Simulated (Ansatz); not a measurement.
# C₂H₄OSi: vertical ionisation energy

Aim: the vertical ionisation energy of C₂H₄OSi, as cation minus neutral at the neutral's geometry, on several levels, and how well −ε(HOMO) stands in for it.

The runs use Ansatz 0.2.0, Gaussian basis; unrestricted cation, the program's frozen cores in correlated methods.

The runs, in order: UKS PBE-D4/def2-TZVPP; UKS r2SCAN-D4/def2-TZVPP; UKS PBE0-D4/def2-TZVPP; UKS B3LYP-D4/def2-TZVPP; UKS wB97X-V/def2-TZVPP; UKS wB97M-V/def2-TZVPP; UKS B2PLYP/def2-TZVPP; UHF-CCSD(T)/def2-TZVPP; UHF-MP2/def2-QZVPP; extrapolation to the limit; then −ε(HOMO) from the neutral's earlier runs with LDA (SPW92), PBE-D4, revPBE-D4, BLYP-D4, r2SCAN-D4, B97M-V, PBE0-D4, B3LYP-D4, r2SCANh-D4, r2SCAN0-D4, HSE06-D4, BHLYP-D4, CAM-B3LYP-D4, LC-ωPBE, ωB97X-V, ωB97M-V.

## Step 1: The geometry

An earlier PBE0-D4 in a triple-zeta def2 set relaxation fixed the geometry.

SMILES `O=C=C[SiH3]`, 8 atoms, charge 0, spin multiplicity 1.

Atoms are counted from 1 here; the program's logs count them from 0.

Bond lengths: O1–C2 1.155 Å, C2–C3 1.307 Å, C3–Si4 1.847 Å, C3–H5 1.084 Å, Si4–H6 1.486 Å, Si4–H7 1.486 Å, Si4–H8 1.484 Å. Angles: O1–C2–C3 178.2°, C2–C3–Si4 120.3°, C2–C3–H5 117.2°, Si4–C3–H5 122.5°, C3–Si4–H6 110.7°, C3–Si4–H7 110.7°, C3–Si4–H8 108.0°, H6–Si4–H7 108.1°, H6–Si4–H8 109.6°, H7–Si4–H8 109.6°.

## Step 2: Cation, UKS PBE-D4/def2-TZVPP

in.yaml

```yaml
crystal:
  periodic: [false, false, false]
  atoms:
    - {symbol: O, position_ang: [1.434399, -1.284872, 1.947165]}
    - {symbol: C, position_ang: [1.186876, -0.644684, 1.017838]}
    - {symbol: C, position_ang: [0.866896, 0.072120, -0.027274]}
    - {symbol: Si, position_ang: [-0.904853, 0.278645, -0.507895]}
    - {symbol: H, position_ang: [1.678697, 0.527262, -0.583074]}
    - {symbol: H, position_ang: [-1.291097, 1.713660, -0.489318]}
    - {symbol: H, position_ang: [-1.142927, -0.245373, -1.878124]}
    - {symbol: H, position_ang: [-1.735891, -0.473958, 0.464983]}
basis:
  gaussian: {orbitals: def2-TZVPP}
total_charge: 1
magnetization: {spin_polarized: true, initial_magnetization: 1}
hamiltonian: {xc: pbe, dispersion: d4}
```

After this run come: Cation, UKS r2SCAN-D4/def2-TZVPP; Cation, UKS PBE0-D4/def2-TZVPP; Cation, UKS B3LYP-D4/def2-TZVPP; Cation, UKS wB97X-V/def2-TZVPP; Cation, UKS wB97M-V/def2-TZVPP; Cation, UKS B2PLYP (frozen core)/def2-TZVPP; Cation, UHF-CCSD(T)/def2-TZVPP; Cation, UHF-MP2/def2-QZVPP.

Q: Predict the results of all the runs planned. Wanted: ionisation energy, CCSD(T)/CBS; nearest functional by difference; nearest −ε(HOMO); −ε(HOMO) of PBE; T1 of the cation.

The runs gave:

```
                        quantity               value
  ionisation energy, CCSD(T)/CBS             9.67 eV
nearest functional by difference  ωB97X-V (-0.12 eV)
                nearest −ε(HOMO)  ωB97X-V (-0.12 eV)
                 −ε(HOMO) of PBE             6.05 eV
                T1 of the cation               0.027
```

What this shows: By cation minus neutral, the functionals miss by 0.34 eV at most. −ε(HOMO) of PBE misses by 3.6 eV, since self-interaction lifts the level. Among orbital estimates ωB97X-V comes nearest. Hartree-Fock falls 1.19 eV short, as the neutral has more correlation energy than the cation.
